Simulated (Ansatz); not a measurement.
# HfSi+ (quartet): from Hartree-Fock to the top rungs, def2-QZVPP

One table from this session's results is given with a row withheld; the runs are named, their logs left out.

The runs use Ansatz 0.2.0, Gaussian basis; def2-QZVPP, core rule «outside noble gas», up to 9 orbitals frozen.

To be run: UHF; ROHF; CCSD(T) on UHF.

**The system**

The geometry is a PBE0/def2-TZVP stationary point (not a proven minimum) of the parent state, kept for this charge and spin. No spin-orbit coupling is included. Elements past krypton take def2 core potentials.

2 atoms, charge 1, spin multiplicity 4.

Atoms are counted from 1 here; the program's logs count them from 0.

Bond lengths: Hf1–Si2 2.518 Å.

The first run:

Input file in.yaml:

```yaml
crystal:
  periodic: [false, false, false]
  atoms:
    - {symbol: Hf, position_ang: [0.000000, 0.000000, 0.000000]}
    - {symbol: Si, position_ang: [0.000000, 0.000000, 2.517600]}
basis:
  gaussian: {orbitals: "def2-QZVPP.json"}
total_charge: 1
magnetization: {spin_polarized: true, initial_magnetization: 3}
hamiltonian: {xc: hf}
output: {orbitals: {seedname: orbitals}}
```

The run is started by

```console
$ ansatz run in.yaml --threads 1 --pin off --events-out ev --progress --plain --max-ram 4096MiB --backend cpu
```

Steps of the session up to this table: UHF; ROHF; CCSD(T) on UHF.

One of the session's tables, all rows but one given; the rest of the session is left out.

It belongs to the step «Misses and costs». 

| method | from UCCSD(T) (meV) |
| --- | --- |
| ROHF | +5063.5 |
| UMP2 | +1201.0 |
| UCCSD | ? |
| UCCSD(T) | 0 |

**Question.** Estimate the row for UCCSD.

The run gave: from UCCSD(T) (meV): +362.4. In the column «from UCCSD(T) (meV)» it lies between UCCSD(T) (0) and UMP2 (+1201.0).

Left out of the table: UHF (another determinant or state than the rows shown).

Limits of these values: The determinant of HF (⟨S²⟩ 4.51) is far from a pure spin state, so its energy mixes those of several spin states; that is harmless only where they are near-degenerate. Warnings: spin contamination; coupled cluster took another determinant than the lowest.
